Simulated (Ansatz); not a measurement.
# BF3H4OSi: how energies converge with the basis set

Aim: see how fast density functionals converge with the basis set for BF3H4OSi.

Method: one geometry, several basis sets; program: Ansatz 0.2.0, Gaussian basis.

The runs, in order: PBE0-D4/def2-SVP; ωB97M-V/def2-SVP; PBE0-D4/def2-QZVPP; ωB97M-V/def2-QZVPP; the functionals' def2-TZVPP values are taken from earlier runs.

### 1 The relaxed structure

All runs share one geometry, relaxed beforehand with PBE0-D4 in a triple-zeta def2 set.

SMILES `F[B-](F)(F)[OH+][SiH3]`, 10 atoms, charge 0, spin multiplicity 1.

Atoms are counted from 1 here; the program's logs count them from 0.

Bond lengths: F1–B2 1.345 Å, B2–F3 1.363 Å, B2–F4 1.353 Å, B2–O5 1.698 Å, O5–Si6 1.707 Å, O5–H7 0.962 Å, Si6–H8 1.472 Å, Si6–H9 1.482 Å, Si6–H10 1.475 Å. Angles: F1–B2–F3 115.7°, F1–B2–F4 115.6°, F1–B2–O5 104.2°, F3–B2–F4 115.8°, F3–B2–O5 99.5°, F4–B2–O5 102.7°, B2–O5–Si6 120.6°, B2–O5–H7 112.7°, Si6–O5–H7 119.0°, O5–Si6–H8 106.8°, O5–Si6–H9 103.6°, O5–Si6–H10 109.9°, H8–Si6–H9 111.9°, H8–Si6–H10 113.3°, H9–Si6–H10 110.8°.

### 2 PBE0-D4 in def2-SVP

Contents of in.yaml:

```yaml
crystal:
  periodic: [false, false, false]
  atoms:
    - {symbol: F, position_ang: [-1.226021, -1.852013, -1.084729]}
    - {symbol: B, position_ang: [-0.122770, -1.082148, -1.072410]}
    - {symbol: F, position_ang: [0.896493, -1.520779, -0.281060]}
    - {symbol: F, position_ang: [0.242018, -0.564049, -2.268193]}
    - {symbol: O, position_ang: [-0.585824, 0.295647, -0.194628]}
    - {symbol: Si, position_ang: [0.325078, 0.812607, 1.153671]}
    - {symbol: H, position_ang: [-1.024063, 0.954581, -0.741063]}
    - {symbol: H, position_ang: [0.175689, -0.222231, 2.189770]}
    - {symbol: H, position_ang: [-0.324345, 2.085655, 1.546700]}
    - {symbol: H, position_ang: [1.726744, 1.041630, 0.754843]}
basis:
  gaussian: {orbitals: def2-SVP}
hamiltonian: {xc: pbe0, dispersion: d4}
output: {orbitals: {seedname: orbitals}}
```

After this run come: ωB97M-V in def2-SVP; PBE0-D4 in def2-QZVPP; ωB97M-V in def2-QZVPP.

Before running them: what should the planned runs give, taken together? Wanted: PBE0-D4: double and triple zeta above quadruple; ωB97M-V: double and triple zeta above quadruple.

**Answer**, as computed:

| quantity | value |
| --- | --- |
| PBE0-D4: double and triple zeta above quadruple | 16.94, 0.85 eV |
| ωB97M-V: double and triple zeta above quadruple | 17.14, 0.79 eV |

**Reading.** For PBE0-D4 the step from double to triple zeta gains 16.09 eV and the next only 0.85 eV. These are total energies; as a rule much of such shifts cancels in differences, which this series doesn't test. The LUMO of ωB97M-V is positive and keeps falling with the basis (1.43 to 0.46 eV): an unbound level that the basis holds in place.
